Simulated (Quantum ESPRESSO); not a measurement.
# SiO under changes of volume

One of the cells (11.058 Å³/atom); the others are scaled copies at fixed shape and fractional positions:

```
CELL_PARAMETERS angstrom
2.80697 0.00000 0.00000
0.00000 2.80697 0.00000
0.00000 0.00000 2.80697
ATOMIC_POSITIONS crystal
Si 0.00000 0.00000 0.00000
O 0.50000 0.50000 0.50000
```

The cell was built by a generator and needn't be a form met in nature.

- Program: Quantum ESPRESSO 7.5
- Functional: PBE
- Potentials or basis: SSSP 1.3 efficiency PBE
- Cutoff: 748 eV
- Density cutoff: 5987 eV
- k mesh: 9 × 9 × 9
- Occupations: fermi-dirac, width 0.05 eV
- Spin: no spin polarisation

```tsv
volume (Å³/atom)	energy over the lowest point (meV/atom)	pressure (GPa)
10.395	18.67	9.0
10.616	8.26	5.7
10.837	2.12	2.7
11.058	0.00	0.0
11.279	1.54	-2.5
11.500	6.35	-4.7
11.722	?	?
```

Q: What does the run at 11.722 Å³/atom give?

A: Energy over the lowest point 14.14 meV/atom; pressure -6.8 GPa.

Worked out: A Birch-Murnaghan fit of order 3 (a polynomial in V^(-2/3)) to the other rows has its minimum at 11.07 Å³/atom with B0 = V·E''(V) = 131 GPa and B' = 3.4. It gives 14.29 meV/atom at 11.722 Å³/atom, against the run's 14.14, and -dE/dV = -6.8 GPa, against -6.8.

Energies are extrapolated to zero smearing.
